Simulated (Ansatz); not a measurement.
Crystal: Ti3PO2.

```
Ti P O
1.0
     3.17241    0.00000    0.00000
    -1.58621    2.74739    0.00000
     0.00000    0.00000    8.02282
Ti P O
3 1 2
Direct
  0.00000 0.00000 0.00000
  0.66667 0.33333 0.29324
  0.33333 0.66667 0.70676
  0.00000 0.00000 0.50000
  0.66667 0.33333 0.85774
  0.33333 0.66667 0.14226
```

The cell comes from a database or a generator and needn't be the stable form of this composition.

| Property | Result |
| --- | --- |
| Program | Ansatz 0.2.0 |
| Task | single point |
| Functional | PBE |
| Potentials or basis | Ansatz PAW |
| Cutoff | 420 eV (not typed: the program's choice for these potentials) |
| k mesh | 10 × 10 × 4 |
| Occupations | fermi-dirac, width 0.05 eV |
| Spin | no spin polarisation |

On this cell: pressure -0.5 GPa; largest force 0.074 eV/Å; band gap on the k mesh none (metal or under the smearing width).

The same run follows on a disturbed copy (atoms moved at random, drawn with an rms of 0.05 Å):

```
Ti P O
1.0
     3.17241    0.00000    0.00000
    -1.58621    2.74739    0.00000
     0.00000    0.00000    8.02282
Ti P O
3 1 2
Direct
  0.00633 0.01194 0.99769
  0.66638 0.33508 0.29055
  0.30967 0.66150 0.70313
  0.99490 0.00851 0.49484
  0.64068 0.32032 0.85031
  0.32827 0.67637 0.13760
```

**Question.** What does the disturbed cell give?

**Answer.** The energy (extrapolated to zero smearing) moves by +5.2 meV/atom; pressure -0.2 GPa; largest force 0.473 eV/Å; band gap on the k mesh none (metal or under the smearing width).

Forces on the atoms (eV/Å):
```
Ti  -0.308 -0.176 -0.140
Ti  -0.143  0.113 -0.184
Ti   0.096  0.000  0.012
P   -0.031 -0.211  0.111
O    0.227  0.364  0.201
O    0.160 -0.091  0.001
```

Stress tensor (GPa, compression positive):
```
 0.02 -0.01  0.00
-0.01 -0.30 -0.22
 0.00 -0.22 -0.30
```

Caveats: an odd number of electrons without spin polarisation forces a metal; a magnetic or distorted state may lie lower; semilocal functionals often make such compounds metallic where correlation or magnetic order opens a gap, which also shifts bond lengths.
